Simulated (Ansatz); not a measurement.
# Si₂H₅F + HCl: a complex and its separated parts

Aim: how far the complex at one end of a reaction step lies below its separated, relaxed parts, level by level.

The runs use Ansatz 0.2.0, Gaussian basis; PBE0-D4/def2-TZVP structures, single points in def2-TZVPP, no counterpoise correction.

Levels: SPW92, PBE-D4, BLYP-D4, r2SCAN-D4, B97M-V, PBE0-D4, B3LYP-D4, r2SCAN0-D4, BHLYP-D4, CAM-B3LYP-D4, wB97X-V, wB97M-V, B2PLYP, PBE-QIDH, RPA on PBE, Hartree-Fock, MP2, CCSD, CCSD(T).

Correlated methods freeze the cores. B3LYP uses VWN-RPA correlation. B2PLYP carries no dispersion term here.

21 further runs of the same task are left out: 21 set aside as unsound or not needed.

### 1 Where the work starts

The complex: 10 atoms, charge 0, spin multiplicity 1.

Atoms are counted from 1 here; the program's logs count them from 0.

Bond lengths: Si1–H3 1.485 Å, Si1–H4 1.485 Å, Si1–Si5 2.343 Å, Si1–F7 1.622 Å, Cl2–H6 1.286 Å, Si5–H8 1.484 Å, Si5–H9 1.489 Å, Si5–H10 1.484 Å. Angles: H3–Si1–H4 109.2°, H3–Si1–Si5 111.8°, H3–Si1–F7 106.6°, H4–Si1–Si5 111.8°, H4–Si1–F7 106.6°, Si5–Si1–F7 110.6°, Si1–Si5–H8 110.9°, Si1–Si5–H9 106.0°, Si1–Si5–H10 110.8°, H8–Si5–H9 109.3°, H8–Si5–H10 110.4°, H9–Si5–H10 109.3°.

Coordinates:

```
Si   -1.10545   -0.45322   -0.61081
Cl    1.98295    2.36487   -0.74220
H    -1.13541   -1.68630   -1.43800
H    -2.48081   -0.14409   -0.14339
Si    0.39936   -0.64046    1.17519
H     0.92507    1.92430   -1.32478
F    -0.67002    0.75640   -1.59958
H     0.40937    0.59992    1.99013
H    -0.09082   -1.77303    2.00903
H     1.76576   -0.94849    0.68441
```

Its parts: Si₂H₅F holds atoms 1, 3, 4, 5, 7, 8, 9, 10; HCl holds atoms 2, 6. Each part counts its atoms afresh in its own runs.

### 2 Relaxing Si₂H₅F alone

The input, relax-a/in.yaml:

```yaml
crystal:
  periodic: [false, false, false]
  atoms:
    - {symbol: Si, position_ang: [-1.105449, -0.453220, -0.610809]}
    - {symbol: H, position_ang: [-1.135409, -1.686298, -1.438002]}
    - {symbol: H, position_ang: [-2.480813, -0.144089, -0.143395]}
    - {symbol: Si, position_ang: [0.399359, -0.640459, 1.175194]}
    - {symbol: F, position_ang: [-0.670015, 0.756400, -1.599579]}
    - {symbol: H, position_ang: [0.409370, 0.599920, 1.990131]}
    - {symbol: H, position_ang: [-0.090822, -1.773032, 2.009031]}
    - {symbol: H, position_ang: [1.765759, -0.948487, 0.684408]}
basis:
  gaussian: {orbitals: def2-TZVP}
hamiltonian: {xc: pbe0, dispersion: d4}
relax: {f_tol: 0.005, max_steps: 200}
```

The command line of these runs was not kept.

What it wrote, shortened:

```text
Functional definition: PBE0
  name "PBE0"
  cite "Adamo & Barone, J. Chem. Phys. 110, 6158 (1999) doi:10.1063/1.478522"
  cite "Perdew, Burke & Ernzerhof, Phys. Rev. Lett. 77, 3865 (1996) doi:10.1103/PhysRevLett.77.3865"
  parent pbe
[...]
912 factors; their error is unknown
[...]
mean field -18547.20859533 eV, -681.5973441288 hartree, gradient 2.3e-5 eV, S^2 0.000000; 0 other end points of the search recorded, 0 dependent functions left out
[...]
reference -18547.20862712 eV, -681.5973452971 hartree; 21, 21 occupied and 114, 114 virtual orbitals, 912 factors
relax step   1: F+E_penalty+E_count = -18547.32328773 eV  Δ(F+E_penalty+E_count) = +0.000e0 eV  max|allowed force component| = 4.146e-1 eV/Å  Δτ_max = 0.0000 Å  (24 SCF iters, accepted)
[...]
relax step   4: F+E_penalty+E_count = -18547.33024985 eV  Δ(F+E_penalty+E_count) = -2.040e-5 eV  max|allowed force component| = 2.583e-2 eV/Å  Δτ_max = 0.0079 Å  (27 SCF iters, accepted)
[...]
relax step   5: F+E_penalty+E_count = -18547.33032266 eV  Δ(F+E_penalty+E_count) = -7.280e-5 eV  max|allowed force component| = 2.995e-3 eV/Å  Δτ_max = 0.0058 Å  (28 SCF iters, accepted)
912 factors; their error is unknown
mean field -18547.21546110 eV, -681.5975964414 hartree, gradient 1.9e-5 eV, S^2 0.000000; 1 other end points of the search recorded, 0 dependent functions left out
[...]
reference -18547.21549283 eV, -681.5975976071 hartree; 21, 21 occupied and 114, 114 virtual orbitals, 912 factors
Total energy: -18547.33035438 eV, -681.6018186914 hartree
Atom 0 at    -1.109454    -0.447179    -0.622414 Å, force    -0.002420    -0.000174    -0.002260 eV/Å
Atom 1 at    -1.142298    -1.687296    -1.441422 Å, force     0.001199     0.002081     0.001855 eV/Å
Atom 2 at    -2.486067    -0.147973    -0.147910 Å, force     0.002995    -0.000144     0.000091 eV/Å
Atom 3 at     0.384758    -0.649344     1.170398 Å, force    -0.000348     0.000131    -0.000472 eV/Å
Atom 4 at    -0.649307     0.758760    -1.579473 Å, force    -0.000631    -0.002038     0.001834 eV/Å
Atom 5 at     0.408272     0.599414     1.976651 Å, force    -0.000085    -0.000206    -0.000214 eV/Å
Atom 6 at    -0.070892    -1.774202     2.032382 Å, force    -0.000392     0.000424    -0.000824 eV/Å
Atom 7 at     1.756969    -0.941446     0.678767 Å, force    -0.000319    -0.000072    -0.000010 eV/Å
Dipole moment:    -0.040718    -0.185166     0.178054 e Å
```

Wall time 7 s (4 threads, shared host); peak memory 0.24 GiB.

Along the way:

```csv
step,energy from step 1 (eV),largest force component (eV/Å)
1,0.0000,0.4146
2,-0.0051,0.2373
3,-0.0069,0.0227
4,-0.0070,0.0258
5,-0.0070,0.0030
```

Distances of close pairs at the start and the end, largest changes first:

```csv
bond,before (Å),after (Å),change (Å)
Si1–F5,1.622,1.607,-0.015
Si4–H6,1.484,1.487,+0.002
Si4–H8,1.484,1.487,+0.002
Si1–H2,1.485,1.487,+0.001
Si1–H3,1.485,1.487,+0.001
Si4–H7,1.489,1.489,-0.001
Si1–Si4,2.343,2.343,-0.000
```

### 3 Relaxing HCl alone

The input, relax-b/in.yaml:

```yaml
crystal:
  periodic: [false, false, false]
  atoms:
    - {symbol: Cl, position_ang: [1.982954, 2.364868, -0.742201]}
    - {symbol: H, position_ang: [0.925065, 1.924297, -1.324777]}
basis:
  gaussian: {orbitals: def2-TZVP}
hamiltonian: {xc: pbe0, dispersion: d4}
relax: {f_tol: 0.005, max_steps: 200}
```

What it wrote, shortened:

```text
[... 5 set-up lines as earlier in the session ...]
[...]
312 factors; their error is unknown
[...]
mean field -12535.31574040 eV, -460.6643567177 hartree, gradient 4.2e-5 eV, S^2 0.000000; 0 other end points of the search recorded, 0 dependent functions left out
[...]
reference -12535.31575578 eV, -460.6643572828 hartree; 9, 9 occupied and 34, 34 virtual orbitals, 312 factors
relax step   1: F+E_penalty+E_count = -12535.32032358 eV  Δ(F+E_penalty+E_count) = +0.000e0 eV  max|allowed force component| = 1.746e-1 eV/Å  Δτ_max = 0.0000 Å  (21 SCF iters, accepted)
[...]
relax step   2: F+E_penalty+E_count = -12535.32091939 eV  Δ(F+E_penalty+E_count) = -5.958e-4 eV  max|allowed force component| = 7.125e-2 eV/Å  Δτ_max = 0.0020 Å  (25 SCF iters, accepted)
[...]
relax step   3: F+E_penalty+E_count = -12535.32103630 eV  Δ(F+E_penalty+E_count) = -1.169e-4 eV  max|allowed force component| = 7.822e-4 eV/Å  Δτ_max = 0.0014 Å  (25 SCF iters, accepted)
312 factors; their error is unknown
[...]
mean field -12535.31645842 eV, -460.6643831041 hartree, gradient 1.0e-5 eV, S^2 0.000000; 1 other end points of the search recorded, 0 dependent functions left out
[...]
reference -12535.31647376 eV, -460.6643836680 hartree; 9, 9 occupied and 34, 34 virtual orbitals, 312 factors
Total energy: -12535.32105165 eV, -460.6645519022 hartree
Atom 0 at     1.980195     2.363719    -0.743720 Å, force     0.000782     0.000326     0.000431 eV/Å
Atom 1 at     0.927824     1.925446    -1.323258 Å, force    -0.000782    -0.000326    -0.000431 eV/Å
Dipole moment:    -0.216103    -0.089999    -0.119007 e Å
```

It took 0.55 s on 4 threads, shared host.

The steps of the relaxation:

```csv
step,energy from step 1 (eV),largest force component (eV/Å)
1,0.0000,0.1746
2,-0.0006,0.0712
3,-0.0007,0.0008
```

The bond:

```csv
bond,before (Å),after (Å),change (Å)
Cl1–H2,1.286,1.279,-0.007
```

### 4 wB97M-V/def2-TZVPP

The input, parta/in.yaml:

```yaml
crystal:
  periodic: [false, false, false]
  atoms:
    - {symbol: Si, position_ang: [-1.109454, -0.447179, -0.622414]}
    - {symbol: H, position_ang: [-1.142298, -1.687296, -1.441422]}
    - {symbol: H, position_ang: [-2.486067, -0.147973, -0.147910]}
    - {symbol: Si, position_ang: [0.384758, -0.649344, 1.170398]}
    - {symbol: F, position_ang: [-0.649307, 0.758760, -1.579473]}
    - {symbol: H, position_ang: [0.408272, 0.599414, 1.976651]}
    - {symbol: H, position_ang: [-0.070892, -1.774202, 2.032382]}
    - {symbol: H, position_ang: [1.756969, -0.941446, 0.678767]}
basis:
  gaussian: {orbitals: def2-TZVPP}
hamiltonian: {xc: {name: wB97M-V}}
```

The input, partb/in.yaml:

```yaml
crystal:
  periodic: [false, false, false]
  atoms:
    - {symbol: Cl, position_ang: [1.980195, 2.363719, -0.743720]}
    - {symbol: H, position_ang: [0.927824, 1.925446, -1.323258]}
basis:
  gaussian: {orbitals: def2-TZVPP}
hamiltonian: {xc: {name: wB97M-V}}
```

Log of parta, shortened:

```text
Functional definition: wB97M-V
  name "wB97M-V"
  cite "Mardirossian & Head-Gordon, J. Chem. Phys. 144, 214110 (2016) doi:10.1063/1.4952647"
  cite "Becke, J. Chem. Phys. 107, 8554 (1997) doi:10.1063/1.475007"
  cite "Vydrov & Van Voorhis, J. Chem. Phys. 133, 244103 (2010) doi:10.1063/1.3521275"
  # Of w^i u^j: cxij and so on, Table III.
[...]
  gx(w, u) = 1 - cx + cx01*u + cx10*w
  gss(w, u) = css00 + css04*u^4 + css10*w + css20*w^2 + css43*w^4*u^3
  gos(w, u) = cos00 + cos10*w + (cos20 + cos21*u)*w^2 + (cos60 + cos61*u)*w^6
[...]
      + integral(e_c_pw_mod_opposite_spin*gos(b97_w_opposite, b97_u_opposite)) + vv10(b, c)
1033 factors; their error is unknown
236 factors; integrals over basis functions are off by at most 9.5e-6 eV
[...]
mean field -18554.34725440 eV, -681.8596850109 hartree, gradient 2.6e-5 eV, S^2 0.000000; 0 other end points of the search recorded, 0 dependent functions left out
reference -18554.34730653 eV, -681.8596869266 hartree; 21, 21 occupied and 164, 164 virtual orbitals, 1033 factors
Total energy: -18554.34730653 eV, -681.8596869266 hartree
```

Output in partb, shortened:

```text
[... 5 set-up lines as earlier in the session ...]
  # Of w^i u^j: cxij and so on, Table III.
[...]
  gx(w, u) = 1 - cx + cx01*u + cx10*w
  gss(w, u) = css00 + css04*u^4 + css10*w + css20*w^2 + css43*w^4*u^3
  gos(w, u) = cos00 + cos10*w + (cos20 + cos21*u)*w^2 + (cos60 + cos61*u)*w^6
[...]
      + integral(e_c_pw_mod_opposite_spin*gos(b97_w_opposite, b97_u_opposite)) + vv10(b, c)
369 factors; their error is unknown
62 factors; integrals over basis functions are off by at most 9.0e-5 eV
[...]
mean field -12538.73839021 eV, -460.7901367780 hartree, gradient 5.7e-5 eV, S^2 0.000000; 0 other end points of the search recorded, 0 dependent functions left out
reference -12538.73841325 eV, -460.7901376249 hartree; 9, 9 occupied and 47, 47 virtual orbitals, 369 factors
Total energy: -12538.73841325 eV, -460.7901376249 hartree
```

Times: 4.1 s (parta), 0.45 s (partb) on 4 threads, shared host; peak memory 0.5 GiB.

### 5 CCSD(T)/def2-TZVPP

Each input of step 4 (parta, partb) changes in the same lines:

```diff
-hamiltonian: {xc: {name: wB97M-V}}
+correlation: {method: ccsd_t}
```

Log of parta, shortened:

```text
Functional definition: HF
  name "HF"
  cite "Fock, Z. Phys. 61, 126 (1930) doi:10.1007/BF01340294"
[... 1 set-up line as earlier in the session ...]
[...]
1067 factors; integrals over basis functions are off by at most 6.4e-4 eV
[...]
mean field -18512.88351490 eV, -680.3359206894 hartree, gradient 7.0e-6 eV, S^2 0.000000; 0 other end points of the search recorded, 0 dependent functions left out
11 core orbitals not correlated: weight in the atoms' cores, before any rotation towards them, 1.000 or more for the frozen orbitals, at most 0.000 for the correlated occupied ones
reference -18512.88351490 eV, -680.3359206894 hartree; 10, 10 occupied and 164, 164 virtual orbitals, 1067 factors
second order -13.70261280 eV of doubles, -0.00000000 eV of singles
cycle   1  -14.38370782 eV  change   -6.8e-1 eV  update   8.9e-2
[...]
cycle   9  -14.87050506 eV  change   -2.1e-5 eV  update   1.5e-5
perturbative correction -0.43157576 eV, -0.0158601166 hartree
Total energy: -18528.18559572 eV, -680.8982617874 hartree
```

partb printed, shortened:

```text
[... 4 set-up lines as earlier in the session ...]
[...]
322 factors; integrals over basis functions are off by at most 1.4e-3 eV
[...]
mean field -12519.93379334 eV, -460.0990805892 hartree, gradient 2.9e-6 eV, S^2 0.000000; 0 other end points of the search recorded, 0 dependent functions left out
5 core orbitals not correlated: weight in the atoms' cores, before any rotation towards them, 1.000 or more for the frozen orbitals, at most 0.000 for the correlated occupied ones
reference -12519.93379334 eV, -460.0990805892 hartree; 4, 4 occupied and 47, 47 virtual orbitals, 322 factors
second order -5.53925771 eV of doubles, -0.00000000 eV of singles
cycle   1  -5.96028314 eV  change   -4.2e-1 eV  update   3.9e-2
[...]
cycle   7  -6.10182506 eV  change   -6.0e-6 eV  update   7.9e-6
perturbative correction -0.21572289 eV, -0.0079276701 hartree
Total energy: -12526.25134129 eV, -460.3312461944 hartree
```

They took 18 s (parta), 0.25 s (partb) on 4 threads, shared host; peak memory 1.7 GiB.

### 6 Vibrations of Si₂H₅F

The input, vib-parta/in.yaml:

```yaml
crystal:
  periodic: [false, false, false]
  atoms:
    - {symbol: Si, position_ang: [-1.109454, -0.447179, -0.622414]}
    - {symbol: H, position_ang: [-1.142298, -1.687296, -1.441422]}
    - {symbol: H, position_ang: [-2.486067, -0.147973, -0.147910]}
    - {symbol: Si, position_ang: [0.384758, -0.649344, 1.170398]}
    - {symbol: F, position_ang: [-0.649307, 0.758760, -1.579473]}
    - {symbol: H, position_ang: [0.408272, 0.599414, 1.976651]}
    - {symbol: H, position_ang: [-0.070892, -1.774202, 2.032382]}
    - {symbol: H, position_ang: [1.756969, -0.941446, 0.678767]}
basis:
  gaussian: {orbitals: def2-TZVP}
hamiltonian: {xc: pbe0, dispersion: d4}
phonons: {temperatures: {t_min: 298.15, t_max: 900, t_step: 200}}
```

What it wrote, shortened:

```text
[... 5 set-up lines as earlier in the session ...]
[...]
912 factors; their error is unknown
[...]
mean field -18547.21546055 eV, -681.5975964209 hartree, gradient 2.1e-5 eV, S^2 0.000000; 0 other end points of the search recorded, 0 dependent functions left out
[...]
reference -18547.21549228 eV, -681.5975975872 hartree; 21, 21 occupied and 114, 114 virtual orbitals, 912 factors
[... from here to the last solve, the lines of the solves are left out (47 solves) ...]
912 factors; their error is unknown
mean field -18547.21544515 eV, -681.5975958549 hartree, gradient 1.7e-6 eV, S^2 0.000000; 0 other end points of the search recorded, 0 dependent functions left out
[...]
Atom 0 at    -1.109454    -0.447179    -0.622414 Å, force    -0.002435    -0.000186    -0.002266 eV/Å
Atom 1 at    -1.142298    -1.687296    -1.441422 Å, force     0.001201     0.002083     0.001856 eV/Å
Atom 2 at    -2.486067    -0.147973    -0.147910 Å, force     0.002995    -0.000144     0.000093 eV/Å
Atom 3 at     0.384758    -0.649344     1.170398 Å, force    -0.000354     0.000147    -0.000470 eV/Å
Atom 4 at    -0.649307     0.758760    -1.579473 Å, force    -0.000622    -0.002034     0.001837 eV/Å
Atom 5 at     0.408272     0.599414     1.976651 Å, force    -0.000084    -0.000212    -0.000216 eV/Å
Atom 6 at    -0.070892    -1.774202     2.032382 Å, force    -0.000392     0.000421    -0.000821 eV/Å
Atom 7 at     1.756969    -0.941446     0.678767 Å, force    -0.000308    -0.000075    -0.000013 eV/Å
Dipole moment:    -0.040717    -0.185166     0.178055 e Å
Vibrations: 100.76 163.23 353.05 411.55 513.13 612.74 736.70 838.30 852.37 906.56 932.21 939.76 953.92 2212.88 2223.84 2225.15 2229.14 2237.07 cm⁻¹, zero-point energy 1.205273 eV
```

Wall time 39 s (4 threads, shared host); peak memory 0.24 GiB.

Wavenumbers and character of the modes:

```csv
mode,wavenumber (cm⁻¹),character
1,101,torsion
2,163,bend
3,353,bend
4,412,Si–Si stretch
5,513,bend
6,613,bend with torsion
7,737,bend
8,838,bend
9,852,Si–F stretch
10,907,bend with torsion
11,932,bend with torsion
12,940,bend
13,954,bend with torsion
14,2213,Si–H stretch
15,2224,Si–H stretch
16,2225,Si–H stretch
17,2229,Si–H stretch
18,2237,Si–H stretch
```

Vibrational sums (real modes only):

```csv
T (K),entropy (J/mol/K),heat capacity (J/mol/K)
298,42.6,53.8
498,77.6,82.5
698,108.6,100.8
898,135.6,113.5
```

### 7 Vibrations of HCl

The input, vib-partb/in.yaml:

```yaml
crystal:
  periodic: [false, false, false]
  atoms:
    - {symbol: Cl, position_ang: [1.980195, 2.363719, -0.743720]}
    - {symbol: H, position_ang: [0.927824, 1.925446, -1.323258]}
basis:
  gaussian: {orbitals: def2-TZVP}
hamiltonian: {xc: pbe0, dispersion: d4}
phonons: {temperatures: {t_min: 298.15, t_max: 900, t_step: 200}}
```

What it wrote, shortened:

```text
[... 5 set-up lines as earlier in the session ...]
[...]
312 factors; their error is unknown
[...]
mean field -12535.31645842 eV, -460.6643831041 hartree, gradient 4.2e-5 eV, S^2 0.000000; 0 other end points of the search recorded, 0 dependent functions left out
[...]
reference -12535.31647376 eV, -460.6643836680 hartree; 9, 9 occupied and 34, 34 virtual orbitals, 312 factors
[...]
312 factors; their error is unknown
[...]
mean field -12535.31645842 eV, -460.6643831041 hartree, gradient 1.1e-6 eV, S^2 0.000000; 0 other end points of the search recorded, 0 dependent functions left out
[...]
reference -12535.31647376 eV, -460.6643836680 hartree; 9, 9 occupied and 34, 34 virtual orbitals, 312 factors
[...]
312 factors; their error is unknown
mean field -12535.31635641 eV, -460.6643793555 hartree, gradient 4.5e-7 eV, S^2 0.000000; 0 other end points of the search recorded, 0 dependent functions left out
[...]
reference -12535.31637174 eV, -460.6643799190 hartree; 9, 9 occupied and 34, 34 virtual orbitals, 312 factors
[...]
312 factors; their error is unknown
[...]
mean field -12535.31635806 eV, -460.6643794163 hartree, gradient 6.3e-7 eV, S^2 0.000000; 0 other end points of the search recorded, 0 dependent functions left out
[...]
reference -12535.31637342 eV, -460.6643799806 hartree; 9, 9 occupied and 34, 34 virtual orbitals, 312 factors
Total energy: -12535.32105165 eV, -460.6645519022 hartree
Atom 0 at     1.980195     2.363719    -0.743720 Å, force     0.000776     0.000323     0.000427 eV/Å
Atom 1 at     0.927824     1.925446    -1.323258 Å, force    -0.000776    -0.000323    -0.000427 eV/Å
Dipole moment:    -0.216104    -0.089999    -0.119008 e Å
Vibrations: 2997.24 cm⁻¹, zero-point energy 0.185805 eV
```

Run time: 1.1 s. Hardware: 4 threads, shared host.

The modes, with what each moves most:

```csv
mode,wavenumber (cm⁻¹),character
1,2997,Cl–H stretch
```

Vibrational sums (real modes only):

```csv
T (K),entropy (J/mol/K),heat capacity (J/mol/K)
298,0.0,0.0
498,0.0,0.1
698,0.1,0.7
898,0.4,1.6
```

### 8 Complex less separated parts

The complex's own energies come from single points at the same levels. Levels not printed above were run the same way.

Rows are in def2-TZVPP; times add the 3 runs of a level on a shared host, so small differences are noise.

```csv
method,rung,complex less parts (kJ/mol),from CCSD(T) (kJ/mol),time
SPW92,LDA,-26.3,-12.2,1.9 s
PBE-D4,GGA,-18.8,-4.7,3 s
BLYP-D4,GGA,-18.1,-4.0,3.1 s
r2SCAN-D4,meta-GGA,-16.5,-2.4,6.8 s
B97M-V,meta-GGA,-15.9,-1.8,13 s
PBE0-D4,hybrid,-17.2,-3.1,4.7 s
B3LYP-D4,hybrid,-17.9,-3.8,4.2 s
r2SCAN0-D4,hybrid,-16.1,-2.0,7.7 s
BHLYP-D4,hybrid,-18.1,-4.0,3.8 s
CAM-B3LYP-D4,range-separated hybrid,-18.5,-4.4,4.7 s
wB97X-V,range-separated hybrid,-16.4,-2.3,11 s
wB97M-V,range-separated hybrid,-16.6,-2.5,13 s
B2PLYP,double hybrid,-11.9,+2.2,7.3 s
PBE-QIDH,double hybrid,-13.1,+1.0,7.6 s
RPA on PBE,RPA,-11.6,+2.5,6.9 s
Hartree-Fock,wavefunction,-3.3,+10.8,
MP2,wavefunction,-15.3,-1.2,
CCSD,wavefunction,-12.3,+1.8,
CCSD(T),wavefunction,-14.1,0,2 min
```

Among the levels timed on like hardware and quicker than the yardstick, those that no quicker one beats, quickest first: SPW92 (1.9 s, -12.2 kJ/mol); PBE-D4 (3 s, -4.7 kJ/mol); BLYP-D4 (3.1 s, -4.0 kJ/mol); BHLYP-D4 (3.8 s, -4.0 kJ/mol); B3LYP-D4 (4.2 s, -3.8 kJ/mol); PBE0-D4 (4.7 s, -3.1 kJ/mol); r2SCAN-D4 (6.8 s, -2.4 kJ/mol); B2PLYP (7.3 s, +2.2 kJ/mol); PBE-QIDH (7.6 s, +1.0 kJ/mol).

For cost: PBE-QIDH gets within 1.0 kJ/mol in 7.6 s, where CCSD(T) took 2 min; the quickest level in the cost chart, SPW92, takes 1.9 s and misses by 12.2 kJ/mol.

The complex's zero-point energy, from a separate PBE0-D4 run, is 1.437 eV.

### 9 Results

```
                              quantity         value
complex less parts, CCSD(T)/def2-TZVPP  -14.1 kJ/mol
                with zero-point energy   -9.7 kJ/mol
                 largest T1 diagnostic         0.012
```

At CCSD(T) the complex lies 14.1 kJ/mol below its parts. Among the functionals PBE-QIDH lands nearest to CCSD(T) (+1.0 kJ/mol) and SPW92 farthest (-12.2 kJ/mol). By rung, the mean size of the error is: LDA 12.2, GGA 4.4, meta-GGA 2.1, hybrid 3.2, range-separated hybrid 3.1, double hybrid 1.6 kJ/mol. PBE-D4 gives a relative energy 4.7 kJ/mol too low, outside chemical accuracy (1 kcal/mol, 4.2 kJ/mol). No counterpoise was applied, and triple zeta lacks some correlation, so the CCSD(T) reference has a basis error of its own, and close matches with it are partly luck.
